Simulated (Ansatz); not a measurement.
# MgTl: the cost of one run

Program: Ansatz 0.2.0. Level of theory: DFT PBEsol, scalar-relativistic, plane waves, PAW. These are calculated values, not measurements.

**1. The system as given**

Symmetry: Pm-3m, No. 221, cubic system. The conventional cell has a = 3.635 Å, b = 3.635 Å, c = 3.635 Å, α = 90.00°, β = 90.00°, γ = 90.00°. Mg (site symmetry m-3m) is surrounded by 8 Tl at 3.15 Å. Around Tl (site symmetry m-3m) lie 8 Mg at 3.15 Å.

As a file:

```xyz
2
Lattice="3.6350 0.0000 0.0000 0.0000 3.6350 0.0000 0.0000 0.0000 3.6350" Properties=species:S:1:pos:R:3 pbc="T T T"
Mg    0.0000    0.0000    0.0000
Tl    1.8175    1.8175    1.8175
```

No relaxation comes first: the listed cell is the starting point.

**2. Zero of energy**

The reference gives a free energy of -13207.8998 eV, pressure -0.63 GPa, largest force 0.000 eV/Å and gap on the mesh none (metal). It was computed beforehand with the settings of the runs below.

**3. Setting up energy and stress against strain**

The cell is strained by ε times the Voigt pattern (0, 0, 0, 0, 1, 0) (xx, yy, zz, yz, xz, xy; engineering shear), with fractional coordinates fixed (clamped ions). The stress on the pattern is the sum of the stress components weighted by it, tension positive.

**4. ε = -0.0200**

input.yaml

```yaml
crystal:
  lattice:
    - [3.635, 0.0, -0.03635]
    - [0.0, 3.635, 0.0]
    - [-0.03635, 0.0, 3.635]
  atoms:
    - { symbol: Mg, position: [0.0, 0.0, 0.0] }
    - { symbol: Tl, position: [0.5, 0.5, 0.5] }
basis:
  ecutwfc: 420
kpoints:
  mp_grid: { grid: [14, 14, 14] }
hamiltonian:
  xc: pbesol
scf:
  occupations: { method: gaussian, width: 0.15 }
output:
  forces: true
  stress: true
  eigenvalues: true
  write_density: true
  write_potential: true
  elf: true
  volumetric_format: npy
```

The run is started by

```console
$ ansatz run input.yaml --threads 1 --pin off --max-ram 2560MiB --backend cpu --events-out ev --progress --plain --runs-dir out
```

Q: Estimate wall time and peak memory on 1 thread of Arm Neoverse V1, shared host.

About 23 s, with a peak of 0.51 GiB.
